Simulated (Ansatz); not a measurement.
# C₂H₆Ga radical: small, medium and large basis sets

The task here is to estimate one member of a computed series from the others.

Computed with Ansatz 0.2.0, Gaussian basis. Level: one geometry, several basis sets.

The runs, in order: PBE0-D4/def2-SVP; ωB97M-V/def2-SVP; PBE0-D4/def2-QZVPP; ωB97M-V/def2-QZVPP; the functionals' def2-TZVPP values are taken from earlier runs.

## The geometry

All runs share one geometry, relaxed beforehand with PBE0-D4 in a triple-zeta def2 set.

9 atoms, charge 0, spin multiplicity 2.

Atoms are counted from 1 here; the program's logs count them from 0.

Bond lengths: C1–C2 1.519 Å, C1–H4 1.093 Å, C1–H5 1.095 Å, C1–H6 1.093 Å, C2–Ga3 2.002 Å, C2–H7 1.098 Å, C2–H8 1.098 Å, Ga3–H9 1.605 Å. Angles: C2–C1–H4 111.6°, C2–C1–H5 111.8°, C2–C1–H6 111.6°, H4–C1–H5 107.3°, H4–C1–H6 106.9°, H5–C1–H6 107.3°, C1–C2–Ga3 117.5°, C1–C2–H7 111.5°, C1–C2–H8 111.5°, Ga3–C2–H7 104.9°, Ga3–C2–H8 104.9°, H7–C2–H8 105.7°, C2–Ga3–H9 118.7°.

The first run:

Input file in.yaml:

```yaml
crystal:
  periodic: [false, false, false]
  atoms:
    - {symbol: C, position_ang: [-0.493034, 0.588915, -0.935791]}
    - {symbol: C, position_ang: [0.380795, -0.239574, -0.009417]}
    - {symbol: Ga, position_ang: [-0.205713, -0.425896, 1.895354]}
    - {symbol: H, position_ang: [-1.504539, 0.181192, -1.006212]}
    - {symbol: H, position_ang: [-0.086344, 0.628293, -1.951327]}
    - {symbol: H, position_ang: [-0.588959, 1.619091, -0.583833]}
    - {symbol: H, position_ang: [1.400148, 0.163095, 0.047986]}
    - {symbol: H, position_ang: [0.488050, -1.269557, -0.372986]}
    - {symbol: H, position_ang: [0.698095, -1.291959, 2.899126]}
basis:
  gaussian: {orbitals: def2-SVP}
magnetization: {spin_polarized: true, initial_magnetization: 1}
hamiltonian: {xc: pbe0, dispersion: d4}
output: {orbitals: {seedname: orbitals}}
```

Started as:

```bash
$ ansatz run in.yaml --threads 4 --pin off --events-out ev --progress --plain --max-ram 10444MiB
```

Among the steps run: PBE0-D4 in def2-SVP; ωB97M-V in def2-SVP; PBE0-D4 in def2-QZVPP; ωB97M-V in def2-QZVPP.

One of the session's tables, all rows but one given; the rest of the session is left out.

It belongs to the step «Functionals by basis». 

| functional | basis | HOMO (eV) | LUMO (eV) |
| --- | --- | --- | --- |
| PBE0-D4 | def2-SVP | -5.16 | -2.05 |
| PBE0-D4 | def2-TZVPP | ? | ? |
| PBE0-D4 | def2-QZVPP | -5.20 | -2.12 |
| ωB97M-V | def2-SVP | -7.10 | -0.37 |
| ωB97M-V | def2-TZVPP | -7.12 | -0.44 |
| ωB97M-V | def2-QZVPP | -7.15 | -0.56 |

**Question.** Estimate the row for PBE0-D4, def2-TZVPP.

As computed: HOMO (eV): -5.18; LUMO (eV): -2.09. In the column «HOMO (eV)» it lies between PBE0-D4, def2-QZVPP (-5.20) and PBE0-D4, def2-SVP (-5.16).
